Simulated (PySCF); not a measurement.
# [Nd(BH4)2]+: other functionals and bases at one geometry

An exercise on one series of results from a longer session: the logs are not shown, and one member is left open.

Computed with PySCF 2.14.0. Level: several levels, as the steps say, no spin–orbit coupling.

3 further runs of the same task are left out: 2 for a known fault of the program, 1 set aside as unsound or not needed.

## Starting geometry

11 atoms, charge 1, spin multiplicity 1.

Bond lengths: Nd1–B2 2.500 Å, Nd1–H4 2.279 Å, Nd1–H5 2.279 Å, Nd1–H6 2.279 Å, Nd1–B7 2.500 Å, Nd1–H9 2.279 Å, Nd1–H10 2.279 Å, Nd1–H11 2.279 Å, B2–H3 1.197 Å, B2–H4 1.267 Å, B2–H5 1.267 Å, B2–H6 1.267 Å, B7–H8 1.197 Å, B7–H9 1.267 Å, B7–H10 1.267 Å, B7–H11 1.267 Å. Angles: B2–Nd1–H4 30.3°, B2–Nd1–H5 30.3°, B2–Nd1–H6 30.3°, B2–Nd1–B7 180.0°, B2–Nd1–H9 149.7°, B2–Nd1–H10 149.7°, B2–Nd1–H11 149.7°, H4–Nd1–H5 51.8°, H4–Nd1–H6 51.8°, H4–Nd1–B7 149.7°, H4–Nd1–H9 119.4°, H4–Nd1–H10 150.8°, H4–Nd1–H11 150.8°, H5–Nd1–H6 51.8°, H5–Nd1–B7 149.7°, H5–Nd1–H9 150.8°, H5–Nd1–H10 150.8°, H5–Nd1–H11 119.4° and more.

Coordinates:

```
Nd    0.00000    0.00000    0.00000
B     0.00000    0.00000    2.49980
H     0.00000    0.00000    3.69636
H     1.14970    0.00048    1.96718
H    -0.57527    0.99543    1.96718
H    -0.57443   -0.99591    1.96718
B     0.00000    0.00000   -2.49980
H     0.00000    0.00000   -3.69636
H     1.14970   -0.00048   -1.96718
H    -0.57527   -0.99543   -1.96718
H    -0.57443    0.99591   -1.96718
```

Formal oxidation states: Nd +3. Each metal's 3 4f electrons lie in its core potential, so multiplicities, spins and levels count the valence alone. An earlier session relaxed this geometry at r2SCAN, Nd lcecp-1-SVP with ECP49, B def2-SVP, H def2-SVP (singlet, point group D3h).

At r2SCAN on the finer grid: E = -88.121093 Eh, HOMO -12.61 eV, LUMO -8.39 eV, Mulliken charge on Nd1 +1.15 e, largest force component 0.010 eV/Å. 

Levels to run: TPSSh; BP86; BLYP; B3LYP; r2SCAN, TZVP. Hardware: 2 threads of Arm Neoverse N1, shared host.

The first run:

run.py (the lines that set the calculation)

```python
mol = gto.M(atom='''
Nd     0.00000     0.00000     0.00000
B      0.00000     0.00000     2.49980
H      0.00000     0.00000     3.69636
H      1.14970     0.00048     1.96718
H     -0.57527     0.99543     1.96718
H     -0.57443    -0.99591     1.96718
B      0.00000     0.00000    -2.49980
H      0.00000     0.00000    -3.69636
H      1.14970    -0.00048    -1.96718
H     -0.57527    -0.99543    -1.96718
H     -0.57443     0.99591    -1.96718''',
    basis={'Nd': 'lcecp-1-SVP', 'B': 'def2-SVP', 'H': 'def2-SVP'},
    ecp={'Nd': 'lcecp-1-SVP'},
    charge=1, spin=0)
mf = dft.RKS(mol, xc='TPSSH')
mf.grids.atom_grid = (75, 302)  # f atoms: unpruned, at least (60, 302)
mf = mf.density_fit()  # fitting sets: Nd AutoAux, B def2-universal-JKFIT, H def2-universal-JKFIT
mf.conv_tol = 1e-08; mf.max_cycle = 55
mf.kernel(dm0)  # dm0: the density of the relaxed state
```

Started as:

```sh
OMP_NUM_THREADS=2 python run.py
```

Steps of the session up to this table: TPSSh; BP86; BLYP; B3LYP; r2SCAN, TZVP.

One of the session's tables, all rows but one given; the rest of the session is left out.

```
                level  HOMO (eV)  gap (eV)  charge on Nd1 (e)  largest force component (eV/Å)
r2SCAN (relaxed here)     -12.61      4.21               1.15                            0.01
                TPSSh     -13.07      4.74               1.16                            0.09
                 BP86          ?         ?                  ?                               ?
                 BLYP     -12.16      3.27               0.84                            0.21
                B3LYP     -13.46      5.02               1.02                            0.13
         r2SCAN, TZVP     -12.63      4.29               1.35                            0.34
```

Estimate the missing values for BP86.

As computed: HOMO (eV): -12.37; gap (eV): 3.60; charge on Nd1 (e): 0.96; largest force component (eV/Å): 0.20. In the column «HOMO (eV)» it lies between r2SCAN (relaxed here) (-12.61) and BLYP (-12.16).

In one basis the HOMO–LUMO gap runs from 3.27 eV (BLYP) to 5.02 eV (B3LYP). The largest leftover force, 0.34 eV/Å with r2SCAN, TZVP, stands at a geometry relaxed at another level. With 4f in the core, its levels are missing from HOMO and gap, and its count is fixed, so no charge can pass from the ligands into it. Total energies of different levels can't be compared.
